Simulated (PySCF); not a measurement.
# F2HOSe: the cost of one run

Programs: PySCF 2.14.0. All values are calculated, for the isolated system unless a continuum is named. Atoms count from 0, parts from 1.

### Step 1. Starting point

5 atoms, charge -1, multiplicity 1; geometry: GFN2-xTB. Parts: 1 = atoms 0–2, `F[Se]F`, charge 0; 2 = atoms 3–4, `[OH-]`, charge -1. In the given geometry Se1 and O3 of different parts are bonded (1.84 Å), so values for the parts refer to these atom groups.

### Step 2. Optimising the geometry at PBE0-D3(BJ)/def2-TZVPD

The job: settings as JSON, then the geometry in Å.

```
{"job": {"xc": "PBE0", "basis": "def2-TZVPD", "d3": "d3bj", "grid": 3, "kind": "geom", "shake": 0.01}, "charge": -1, "multiplicity": 1, "parts": [{"atoms": "0-2", "charge": 0, "multiplicity": 1}, {"atoms": "3-4", "charge": -1, "multiplicity": 1}]}
F     -1.558151     0.817753     1.428035
Se     0.091231     0.190975     0.421135
F      1.789199    -0.367496    -0.341613
O      0.998739     0.662708     1.947388
H      0.204663     0.966136     2.440022
```

On the command line:

```bash
OMP_NUM_THREADS=1 python cluster_run.py task.json out
```

One launch serves the whole session: the jobs run in the order shown.

Q: Estimate the wall time and peak memory of this first job on 1 thread of Intel Xeon 6975P-C, shared host.

About 66 s, with a peak of 0.68 GiB.
